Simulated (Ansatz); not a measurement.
# C2H7FN2Si: a ladder of functionals and wavefunction methods

The task here is to estimate one member of a computed series from the others.

Method: functionals in def2-TZVPP, the program's frozen cores in correlated methods; program: Ansatz 0.2.0, Gaussian basis.

The runs, in order: PBE-D4, r2SCAN-D4, PBE0-D4, B3LYP-D4, ωB97X-V, ωB97M-V, B2PLYP; CCSD(T)/def2-TZVPP; MP2/def2-QZVPP; extrapolation to the limit.

## The geometry

All runs share one geometry, relaxed beforehand with PBE0-D4 in a triple-zeta def2 set.

SMILES `C=C[Si](N)(N)F`, 13 atoms, charge 0, spin multiplicity 1.

Atoms are counted from 1 here; the program's logs count them from 0.

Bond lengths: C1–C2 1.331 Å, C1–H7 1.087 Å, C1–H8 1.087 Å, C2–Si3 1.854 Å, C2–H9 1.090 Å, Si3–N4 1.704 Å, Si3–N5 1.697 Å, Si3–F6 1.607 Å, N4–H10 1.006 Å, N4–H11 1.006 Å, N5–H12 1.007 Å, N5–H13 1.006 Å. Angles: C2–C1–H7 121.5°, C2–C1–H8 122.4°, H7–C1–H8 116.1°, C1–C2–Si3 124.1°, C1–C2–H9 117.8°, Si3–C2–H9 118.1°, C2–Si3–N4 118.6°, C2–Si3–N5 107.8°, C2–Si3–F6 104.9°, N4–Si3–N5 107.3°, N4–Si3–F6 102.9°, N5–Si3–F6 115.8°, Si3–N4–H10 120.0°, Si3–N4–H11 121.0°, H10–N4–H11 111.9°, Si3–N5–H12 120.2°, Si3–N5–H13 121.6°, H12–N5–H13 112.2°.

The first run:

in.yaml

```yaml
crystal:
  periodic: [false, false, false]
  atoms:
    - {symbol: C, position_ang: [-0.912246, -1.416300, 1.276711]}
    - {symbol: C, position_ang: [-1.159653, -0.261797, 0.662426]}
    - {symbol: Si, position_ang: [0.112423, 0.715103, -0.267447]}
    - {symbol: N, position_ang: [0.186170, 0.555345, -1.962279]}
    - {symbol: N, position_ang: [1.637557, 0.295014, 0.345910]}
    - {symbol: F, position_ang: [-0.321708, 2.249318, -0.071070]}
    - {symbol: H, position_ang: [0.081009, -1.857104, 1.279596]}
    - {symbol: H, position_ang: [-1.684676, -1.974140, 1.799354]}
    - {symbol: H, position_ang: [-2.179635, 0.120495, 0.691692]}
    - {symbol: H, position_ang: [-0.400701, 1.125432, -2.548043]}
    - {symbol: H, position_ang: [0.397038, -0.330049, -2.390724]}
    - {symbol: H, position_ang: [2.474120, 0.586385, -0.132092]}
    - {symbol: H, position_ang: [1.790704, 0.157597, 1.330664]}
basis:
  gaussian: {orbitals: def2-TZVPP}
hamiltonian: {xc: pbe, dispersion: d4}
output: {forces: true, orbitals: {seedname: orbitals}}
```

Run with:

```
ansatz run in.yaml --threads 2 --pin off --events-out ev --progress --plain --max-ram 22528MiB --backend cuda --devices 0, --max-vram 18GiB
```

Steps of the session up to this table: PBE-D4 (GGA); r2SCAN-D4 (meta-GGA); PBE0-D4 (hybrid); B3LYP-D4 (hybrid); ωB97X-V (range-separated); ωB97M-V (range-separated); B2PLYP (double hybrid); CCSD(T) in def2-TZVPP; MP2 in def2-QZVPP.

One table of the session follows, with a row left open; its other results are not shown here.

```
            method  atomisation energy (kcal/mol)
            PBE-D4                         1257.9
         r2SCAN-D4                         1231.4
           PBE0-D4                         1232.8
          B3LYP-D4                         1237.1
           ωB97X-V                         1237.6
           ωB97M-V                              ?
            B2PLYP                         1223.0
     HF/def2-TZVPP                          882.4
    MP2/def2-TZVPP                         1220.8
   CCSD/def2-TZVPP                         1179.8
CCSD(T)/def2-TZVPP                         1198.5
           MP2/CBS                         1258.4
       CCSD(T)/CBS                         1236.1
```

**Question.** Estimate the row for ωB97M-V.

**Answer.** atomisation energy (kcal/mol): 1239.9. In the column «atomisation energy (kcal/mol)» it lies between ωB97X-V (1237.6) and PBE-D4 (1257.9).
